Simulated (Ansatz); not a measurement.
# HSSiTe: the cost of one run

Method: UKS B3LYP-D4/def2-SVP, in Ansatz 0.2.0.

**1. The starting structure**

Bond lengths: Si1–S2 2.134 Å, Si1–Te3 2.513 Å, S2–Te3 2.486 Å, Si1–H4 1.466 Å. Angles: Si1–S2–Te3 65.4°, S2–Si1–Te3 64.1°, S2–Si1–H4 103.6°, Te3–Si1–H4 120.6°, Si1–Te3–S2 50.5°.

Structure file:

```xyz
4

Si    0.0161    0.6012   -0.6474
S     0.0700    0.3121    1.4664
Te    1.3209   -1.3906    0.1561
H    -1.4070    0.4773   -0.9752
```

**2. Preparing the start**

input.yaml reads:

```yaml
crystal:
  periodic: [false, false, false]
  atoms:
    - { symbol: Si, position_ang: [0.01613, 0.60125, -0.64739] }
    - { symbol: S, position_ang: [0.06997, 0.31208, 1.46644] }
    - { symbol: Te, position_ang: [1.32089, -1.39063, 0.15612] }
    - { symbol: H, position_ang: [-1.40698, 0.4773, -0.97516] }
magnetization:
  spin_polarized: true
  initial_magnetization: 1
basis:
  gaussian: { orbitals: def2-SVP }
hamiltonian:
  xc: b3lyp
  dispersion: d4
relax:
  f_tol: 0.02
  max_steps: 40
```

The run is started by

```console
$ ansatz run input.yaml --threads 1 --pin off --max-ram 2048MiB --backend cpu --events-out ev --progress --plain --runs-dir out
```

Q: Estimate wall time and peak memory on 1 thread of AMD EPYC 9R45 (Zen 5), shared host.

About 11 s, with a peak of 0.21 GiB.
